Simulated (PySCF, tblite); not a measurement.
# C4H5F3Ge: geometry, infrared bands, NMR shifts, spin-spin couplings and electronic excitations, part 2 of 2

tblite 0.8.0 and PySCF 2.14.0. Atoms count from 0. The steps go on from the part before.

## 7. TDDFT and polarisability: CAM-B3LYP/def2-SVPD

What the job is given:

```
{"job": {"kind": "uv", "xc": "CAM-B3LYP", "basis": "def2-SVPD", "ip": true}, "charge": 0, "multiplicity": 1}
C      2.553113     1.206721     1.173282
C      1.521078     0.411353     0.536107
C      0.647904    -0.249968     0.003830
Ge    -0.736123    -1.234080    -0.808137
C     -2.450351    -0.299445    -0.390371
F     -3.493778    -0.940511    -0.937336
F     -2.672002    -0.226874     0.927145
F     -2.457349     0.950723    -0.866694
H      3.001707     1.914365     0.458934
H      3.357280     0.566850     1.567363
H      2.136849     1.785994     2.011987
H     -0.581682    -1.251230    -2.332903
H     -0.821550    -2.651270    -0.231294
```

Level: TDDFT CAM-B3LYP/def2-SVPD, vertical, gas phase, core orbitals frozen in the response.

The program printed:

```text
coarse grid: 56400 points
cycle   1  E = -2531.1262737866  dE =  5.034e-01  |g| = 9.773e-01  |ddm| = 7.014e+00
cycle   2  E = -2531.0675651645  dE =  5.871e-02  |g| = 1.212e+00  |ddm| = 2.422e+00
cycle   3  E = -2531.2979772007  dE = -2.304e-01  |g| = 7.074e-02  |ddm| = 1.285e+00
cycle   4  E = -2531.2986960857  dE = -7.189e-04  |g| = 3.774e-02  |ddm| = 1.683e-01
cycle   5  E = -2531.2988968583  dE = -2.008e-04  |g| = 5.366e-03  |ddm| = 6.226e-02
cycle   6  E = -2531.2989016311  dE = -4.773e-06  |g| = 1.563e-03  |ddm| = 2.161e-02
final grid: 119544 points
cycle   7  E = -2531.2987993990  dE = -2.262e-07  |g| = 1.452e-03  |ddm| = 7.080e-03
cycle   8  E = -2531.2987993818  dE =  1.726e-08  |g| = 1.550e-03  |ddm| = 3.888e-03
cycle   9  E = -2531.2987997447  dE = -3.630e-07  |g| = 2.024e-04  |ddm| = 1.835e-03
cycle  10  E = -2531.2987997532  dE = -8.447e-09  |g| = 3.684e-05  |ddm| = 2.789e-04
cycle  11  E = -2531.2987997534  dE = -2.929e-10  |g| = 2.177e-05  |ddm| = 1.133e-04
converged SCF energy = -2531.2987997534

Static polarisability (au): isotropic 80.994, principal 64.768 69.238 108.975

Singlet excitations
state   eV       nm        f      main configurations
  1   5.9230    209.3   0.00019   H->L 0.64, H-1->L+2 0.13
  2   6.2027    199.9   0.00377   H-1->L 0.43, H->L+2 0.40
  3   6.2500    198.4   0.00095   H-1->L+2 0.75, H->L 0.12
  4   7.2883    170.1   0.00173   H->L+1 0.81
  5   7.3267    169.2   0.00366   H-1->L+1 0.81
  6   8.0089    154.8   0.44357   H-1->L 0.41, H->L+2 0.20, H-1->L+3 0.15
  7   8.0866    153.3   0.00786   H->L+3 0.83
  8   8.1546    152.0   0.10709   H-1->L+3 0.65, H-1->L+4 0.13
  9   8.2584    150.1   0.00135   H->L+4 0.68
 10   8.3875    147.8   0.21783   H-1->L+4 0.64, H->L+2 0.10

Triplet excitations (Tamm-Dancoff, eV): 4.9541 5.3929 5.4111 6.0128
```

Wall time 7.1 min (1 thread of Intel Xeon at 2.50GHz, shared host); peak memory 1.1 GiB.

The orbitals next to the gap, with their largest atomic shares:

| orbital | eV | atoms |
| --- | --- | --- |
| HOMO−3 | -11.82 | Ge3 39 %, H11 22 %, H12 22 % |
| HOMO−2 | -11.05 | Ge3 22 %, C4 20 %, F7 13 % |
| HOMO−1 | -9.34 | C2 38 %, C1 35 %, C0 7 % |
| HOMO | -9.33 | C2 39 %, C1 36 %, C0 8 % |
| LUMO | 0.77 | Ge3 30 %, C1 16 %, C2 16 % |
| LUMO+1 | 0.89 | Ge3 36 %, C1 13 %, C0 11 % |
| LUMO+2 | 1.14 | Ge3 25 %, C1 22 %, C2 21 % |

With each of the 10 states as a Gaussian band of 0.4 eV half-width at 1/e, the curve within the window shown has maxima at 153 nm (ε 27,000) L/(mol cm). Beyond the last state computed it falls off for lack of states. The curve at chosen wavelengths:

```
 nm  ε (L/mol/cm)
143          6821
147         16597
150         23743
154         26714
157         22372
161         12484
165          4879
168          2030
172           598
175           267
179           111
183            65
186            68
190           105
193           144
197           185
201           194
204           179
208           140
211           105
215            65
219            35
222            21
226            10
229             5
233             2
```

Leading natural transition orbitals of singlet state 6: the hole lies on C1, C2 about 33 % each; C4 10 %; the particle on H11, H12 about 25 % each; Ge3 15 %; F5 9 %.

Leading natural transition orbitals of singlet state 1: the hole lies on C1, C2 about 43 % each; the particle on C1, C2 about 32 % each; Ge3 9 %.

Ground-state properties from the same run:

| property | computed |
| --- | --- |
| dipole moment (D) | 3.09 |
| polarisability (Å³) | 12.00 |
| HOMO–LUMO gap (eV) | 10.10 |
| −ε(HOMO) (eV) | 9.33 |

## 8. Shielding tensors: HF/pcSseg-1

Settings changed since step 7:

```diff
@@ -1,2 +1,2 @@
-{"job": {"kind": "uv", "xc": "CAM-B3LYP", "basis": "def2-SVPD", "ip": true}, "charge": 0, "multiplicity": 1}
+{"job": {"kind": "nmr", "xc": "HF", "basis": "pcSseg-1", "pop": false}, "charge": 0, "multiplicity": 1}
 C      2.553113     1.206721     1.173282
```

Level: GIAO HF/pcSseg-1 NMR shielding, non-relativistic, gas phase.

The program printed:

```text
final grid: 119544 points
cycle   1  E = -2527.4929491786  dE =  6.579e-01  |g| = 1.029e+00  |ddm| = 3.792e+00
cycle   2  E = -2527.6478158079  dE = -1.549e-01  |g| = 6.276e-01  |ddm| = 1.172e+00
cycle   3  E = -2527.7037864016  dE = -5.597e-02  |g| = 7.624e-02  |ddm| = 3.682e-01
cycle   4  E = -2527.7059565181  dE = -2.170e-03  |g| = 2.170e-02  |ddm| = 1.333e-01
cycle   5  E = -2527.7061161266  dE = -1.596e-04  |g| = 4.801e-03  |ddm| = 3.234e-02
cycle   6  E = -2527.7061267629  dE = -1.064e-05  |g| = 1.604e-03  |ddm| = 8.238e-03
cycle   7  E = -2527.7061276629  dE = -9.000e-07  |g| = 7.238e-04  |ddm| = 2.421e-03
cycle   8  E = -2527.7061278482  dE = -1.853e-07  |g| = 2.268e-04  |ddm| = 9.326e-04
cycle   9  E = -2527.7061278778  dE = -2.961e-08  |g| = 8.697e-05  |ddm| = 3.965e-04
cycle  10  E = -2527.7061278846  dE = -6.804e-09  |g| = 4.326e-05  |ddm| = 1.706e-04
cycle  11  E = -2527.7061278872  dE = -2.602e-09  |g| = 2.220e-05  |ddm| = 1.034e-04
cycle  12  E = -2527.7061278880  dE = -7.858e-10  |g| = 9.603e-06  |ddm| = 6.001e-05
converged SCF energy = -2527.7061278880

GIAO shielding tensors (ppm)
atom      isotropic    diamagn.    paramagn.     s11        s22        s33       span
  0 C      186.370     245.418     -59.047    179.766    179.862    199.484     19.718
  1 C       70.550     274.716    -204.166    -32.743    -30.519    274.912    307.655
  2 C      115.751     271.622    -155.871     33.190     36.597    277.466    244.276
  3 Ge    1669.146    2751.275   -1082.129   1652.146   1657.316   1697.977     45.831
  4 C       73.920     249.329    -175.409     66.302     66.773     88.686     22.383
  5 F      292.946     470.724    -177.778    190.948    315.729    372.160    181.212
  6 F      292.376     475.991    -183.615    193.887    313.465    369.776    175.888
  7 F      292.185     476.346    -184.161    193.665    313.415    369.475    175.810
  8 H       29.686      27.603       2.083     24.461     27.687     36.909     12.448
  9 H       29.731      26.619       3.112     24.480     27.612     37.101     12.621
 10 H       29.627      28.517       1.111     24.300     27.969     36.613     12.313
 11 H       27.368      26.890       0.479     20.948     22.629     38.527     17.578
 12 H       27.372      26.774       0.598     20.936     22.624     38.555     17.619
```

Run time: 30 s. Hardware: 1 thread of Intel Xeon at 2.50GHz, shared host; peak memory 0.81 GiB.

Key values: δ C1 120.3, C4 116.9, C2 75.1, C0 4.5, H11 4.32, H8 2.00 ppm (means over like atoms).

## 9. Side by side: NMR shifts

Shifts (ppm) of some atoms, chosen among heavy atoms and hydrogens apart, means over like atoms, with basis size and wall time:

| run | C4 | C1 | C0 | H11 | H8 | Ge3 | F5 | functions | time |
| --- | --- | --- | --- | --- | --- | --- | --- | --- | --- |
| PBE0/pcSseg-1 | 134.7 | 115.5 | 5.8 | 4.53 | 1.99 | -205 | -65.5 | 185 | 92 s |
| HF/pcSseg-1 | 116.9 | 120.3 | 4.5 | 4.32 | 2.00 | -171 | -46.1 | 185 | 30 s |

## 10. Results

What follows sums up all 2 parts.

| quantity | value |
| --- | --- |
| strongest single infrared mode (GFN2-xTB) | 2064 cm⁻¹, 404 km/mol |
| zero-point energy (GFN2-xTB) | 45.9 kcal/mol |
| point group | C1 |
| rotational constants (main isotopes) | 2.39, 0.79, 0.67 GHz |
| 13C shifts against TMS (PBE0/pcSseg-1) | 134.7, 115.5, 75.1, 5.8 ppm |
| 1H shifts against TMS (PBE0/pcSseg-1, means over atoms taken as alike) | 4.53, 1.99 ppm |
| 73Ge shifts against GeMe4 (PBE0/pcSseg-1) | -205 ppm |
| 19F shifts against CFCl3 (PBE0/pcSseg-1, means over atoms taken as alike) | -65.5 ppm |
| surface potential, 1st and 99th percentile | -0.68 V and 1.20 V |
| largest coupling of the table (B3LYP/pcSseg-1+pcJ-1) | 1J(C,F) C4–F5, -397.0 Hz |
| lowest singlet (CAM-B3LYP/def2-SVPD) | 5.92 eV (209 nm), f = 0.000 |
| brightest single state of those computed | state 6, 8.01 eV, f = 0.444 |
| lowest triplet | 4.95 eV |
| range of the shift of Ge3 | -205 to -171 ppm |

In words: The optimisation took 46 steps and gained 0.293 eV; among the close pairs (by a distance rule), Ge3–H12 changed most, from 1.563 to 1.496 Å (GFN2-xTB). The lowest mode is slightly imaginary (9i cm⁻¹), a soft motion within the noise of the Hessian, so the minimum is not strictly shown. The strongest single mode, at 2064 cm⁻¹, moves mainly H11 and H12. GFN2-xTB is a fitted tight-binding method: band positions and strengths are rough. Its intensities can rank the bands wrongly. The optimisation took 5 steps and gained 0.142 eV; among the close pairs (by a distance rule), Ge3–H11 changed most, from 1.484 to 1.533 Å (PBE0/def2-SVP). At PBE0/pcSseg-1: The largest span, 300 ppm, is at C1, where the paramagnetic term is -202 ppm. Of the pairs tabulated at B3LYP/pcSseg-1+pcJ-1, C4–F5 (mean over like pairs) couples most strongly (-397.0 Hz; Fermi contact -371.7 Hz). Density functionals describe couplings to fluorine poorly, F–F couplings above all, so those rows are rough. The lowest singlet, at 5.92 eV, is HOMO→LUMO 0.64, HOMO−1→LUMO+2 0.13 and is dark; of the 10 states computed, the strongest absorption comes from state 6 at 8.01 eV (the last state computed is bright too, and its partners may lie past the list). The lowest triplet lies 0.97 eV below the lowest singlet (triplets in Tamm-Dancoff, singlets in full TDDFT). Across the 2 runs the shift of Ge3 moves most, between -205 (PBE0/pcSseg-1) and -171 ppm (HF/pcSseg-1). Spin-orbit coupling is left out, which matters for shieldings and couplings at and beside the heavy atoms.
